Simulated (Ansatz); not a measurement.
# H4O3SiTe: one species, many methods

One table from this session's results is given with a row withheld; the runs are named, their logs left out.

The runs use Ansatz 0.2.0, Gaussian basis; functionals in def2-TZVPP, the program's frozen cores in correlated methods.

Plan: PBE-D4, r2SCAN-D4, PBE0-D4, B3LYP-D4, ωB97X-V, ωB97M-V, B2PLYP; CCSD(T)/def2-TZVPP; MP2/def2-QZVPP; extrapolation to the limit.

### The geometry

All runs share one geometry, relaxed beforehand with PBE0-D4 in a triple-zeta def2 set. Te takes the def2 core potential; no spin-orbit term is included.

SMILES `O[Si](O)(O)[TeH]`, 9 atoms, charge 0, spin multiplicity 1.

Atoms are counted from 1 here; the program's logs count them from 0.

Bond lengths: O1–Si2 1.631 Å, O1–H6 0.958 Å, Si2–O3 1.636 Å, Si2–O4 1.629 Å, Si2–Te5 2.488 Å, O3–H7 0.959 Å, O4–H8 0.960 Å, Te5–H9 1.656 Å. Angles: Si2–O1–H6 117.8°, O1–Si2–O3 107.0°, O1–Si2–O4 106.2°, O1–Si2–Te5 115.2°, O3–Si2–O4 114.7°, O3–Si2–Te5 105.9°, O4–Si2–Te5 108.1°, Si2–O3–H7 117.2°, Si2–O4–H8 116.1°, Si2–Te5–H9 91.5°.

Set-up of the first run:

File in.yaml:

```yaml
crystal:
  periodic: [false, false, false]
  atoms:
    - {symbol: O, position_ang: [-1.455531, -0.791907, -0.199019]}
    - {symbol: Si, position_ang: [0.038016, -0.186845, 0.052079]}
    - {symbol: O, position_ang: [0.756187, -1.137332, 1.173512]}
    - {symbol: O, position_ang: [0.773077, -0.174485, -1.401262]}
    - {symbol: Te, position_ang: [0.105519, 2.124565, 0.971563]}
    - {symbol: H, position_ang: [-2.034884, -0.880597, 0.559266]}
    - {symbol: H, position_ang: [1.665189, -0.935122, 1.402429]}
    - {symbol: H, position_ang: [0.428983, -0.788943, -2.054217]}
    - {symbol: H, position_ang: [-0.276547, 2.770675, -0.504360]}
basis:
  gaussian: {orbitals: def2-TZVPP}
hamiltonian: {xc: pbe, dispersion: d4}
output: {forces: true, orbitals: {seedname: orbitals}}
```

Run with:

```console
ansatz run in.yaml --threads 2 --pin off --events-out ev --progress --plain --max-ram 32768MiB --backend cpu
```

Steps of the session up to this table: PBE-D4 (GGA); r2SCAN-D4 (meta-GGA); PBE0-D4 (hybrid); B3LYP-D4 (hybrid); ωB97X-V (range-separated); ωB97M-V (range-separated); B2PLYP (double hybrid); CCSD(T) in def2-TZVPP; MP2 in def2-QZVPP.

One of the session's tables, all rows but one given; the rest of the session is left out.

| method | atomisation energy (kcal/mol) |
| --- | --- |
| PBE-D4 | 805.6 |
| r2SCAN-D4 | 795.0 |
| PBE0-D4 | 783.6 |
| B3LYP-D4 | 788.3 |
| ωB97X-V | 795.6 |
| ωB97M-V | 794.8 |
| B2PLYP | ? |
| HF/def2-TZVPP | 539.2 |
| MP2/def2-TZVPP | 797.2 |
| CCSD/def2-TZVPP | 757.9 |
| CCSD(T)/def2-TZVPP | 772.8 |
| MP2/CBS | 828.3 |
| CCSD(T)/CBS | 803.9 |

Q: Estimate the row for B2PLYP from the others.

As computed: atomisation energy (kcal/mol): 782.5. In the column «atomisation energy (kcal/mol)» it lies between CCSD(T)/def2-TZVPP (772.8) and PBE0-D4 (783.6).
